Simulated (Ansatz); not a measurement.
# CH₃ClZn + H₂: a complex and its separated parts

Aim: how far the complex at one end of a reaction step lies below its separated, relaxed parts, level by level.

Computed with Ansatz 0.2.0, Gaussian basis. Level: PBE0-D4/def2-TZVP structures, single points in def2-TZVPP, no counterpoise correction.

Levels: SPW92, PBE-D4, BLYP-D4, r2SCAN-D4, B97M-V, PBE0-D4, B3LYP-D4, r2SCAN0-D4, BHLYP-D4, CAM-B3LYP-D4, wB97X-V, wB97M-V, B2PLYP, PBE-QIDH, RPA on PBE, Hartree-Fock, MP2, CCSD, CCSD(T).

Correlated methods freeze the cores. The 3s and 3p shells of Cu and Zn are frozen; filled d shells are correlated. B3LYP uses VWN-RPA correlation. B2PLYP carries no dispersion term here.

95 further runs of the same task are left out: 1 that didn't finish, 94 set aside as unsound or not needed.

### Step 1. The system as given

The complex: 8 atoms, charge 0, spin multiplicity 1.

Atoms are counted from 1 here; the program's logs count them from 0.

Bond lengths: Zn1–Cl3 2.111 Å, Zn1–C5 1.925 Å, H2–H4 0.748 Å, C5–H6 1.091 Å, C5–H7 1.091 Å, C5–H8 1.091 Å. Angles: Cl3–Zn1–C5 179.3°, Zn1–C5–H6 110.4°, Zn1–C5–H7 110.2°, Zn1–C5–H8 110.4°, H6–C5–H7 108.6°, H6–C5–H8 108.6°, H7–C5–H8 108.6°.

Coordinates:

```
atom     x (Å)     y (Å)     z (Å)
 Zn1  -0.83691   0.36419  -0.54768
  H2   0.12653  -2.51404  -0.81623
 Cl3  -2.16862  -0.49225  -1.94358
  H4   0.70078  -2.48927  -0.33804
  C5   0.36645   1.16516   0.72353
  H6  -0.16817   1.43387   1.63630
  H7   1.16335   0.46485   0.97998
  H8   0.81659   2.06739   0.30583
```

Its parts: CH₃ClZn holds atoms 1, 3, 5, 6, 7, 8; H₂ holds atoms 2, 4. Each part counts its atoms afresh in its own runs.

### Step 2. Relaxing CH₃ClZn alone

Input file relax-a/in.yaml:

```yaml
crystal:
  periodic: [false, false, false]
  atoms:
    - {symbol: Zn, position_ang: [-0.836911, 0.364195, -0.547680]}
    - {symbol: Cl, position_ang: [-2.168622, -0.492248, -1.943584]}
    - {symbol: C, position_ang: [0.366455, 1.165161, 0.723533]}
    - {symbol: H, position_ang: [-0.168170, 1.433866, 1.636300]}
    - {symbol: H, position_ang: [1.163352, 0.464846, 0.979975]}
    - {symbol: H, position_ang: [0.816589, 2.067390, 0.305828]}
basis:
  gaussian: {orbitals: def2-TZVP}
hamiltonian: {xc: pbe0, dispersion: d4}
relax: {f_tol: 0.005, max_steps: 200}
```

Launch:

```
$ ansatz run in.yaml --threads 4 --pin off --events-out ev --progress --plain --max-ram 9574MiB
```

Further steps of the session: Relaxing H₂ alone; SPW92/def2-TZVPP; PBE-D4/def2-TZVPP; BLYP-D4/def2-TZVPP; r2SCAN-D4/def2-TZVPP; B97M-V/def2-TZVPP; PBE0-D4/def2-TZVPP; B3LYP-D4/def2-TZVPP; r2SCAN0-D4/def2-TZVPP; BHLYP-D4/def2-TZVPP; CAM-B3LYP-D4/def2-TZVPP; wB97X-V/def2-TZVPP; wB97M-V/def2-TZVPP; B2PLYP/def2-TZVPP; PBE-QIDH/def2-TZVPP; RPA on PBE/def2-TZVPP; CCSD(T)/def2-TZVPP; Vibrations of CH₃ClZn; Vibrations of H₂.

What does the calculation give? Wanted: complex less parts, CCSD(T)/def2-TZVPP; with zero-point energy; largest T1 diagnostic.

As calculated:

```
                              quantity       value
complex less parts, CCSD(T)/def2-TZVPP  -0.0244 eV
                with zero-point energy  +0.0146 eV
                 largest T1 diagnostic       0.013
```

What this shows: At CCSD(T) the complex lies 0.0244 eV below its parts. The functionals run from BLYP-D4, off by +0.0004 eV, to SPW92, off by -0.0486 eV, against CCSD(T). By rung, the mean size of the error is: LDA 0.0486, GGA 0.0101, meta-GGA 0.0106, hybrid 0.0125, range-separated hybrid 0.0112, double hybrid 0.0091 eV. PBE-D4 gives a relative energy 0.0198 eV too low, an error of 81 % of the reference. The complex's frequency run has imaginary modes: the structure is no minimum, so both the energy and the zero-point correction are in doubt. No counterpoise was applied, and triple zeta lacks some correlation, so the CCSD(T) reference has a basis error of its own, and close matches with it are partly luck.
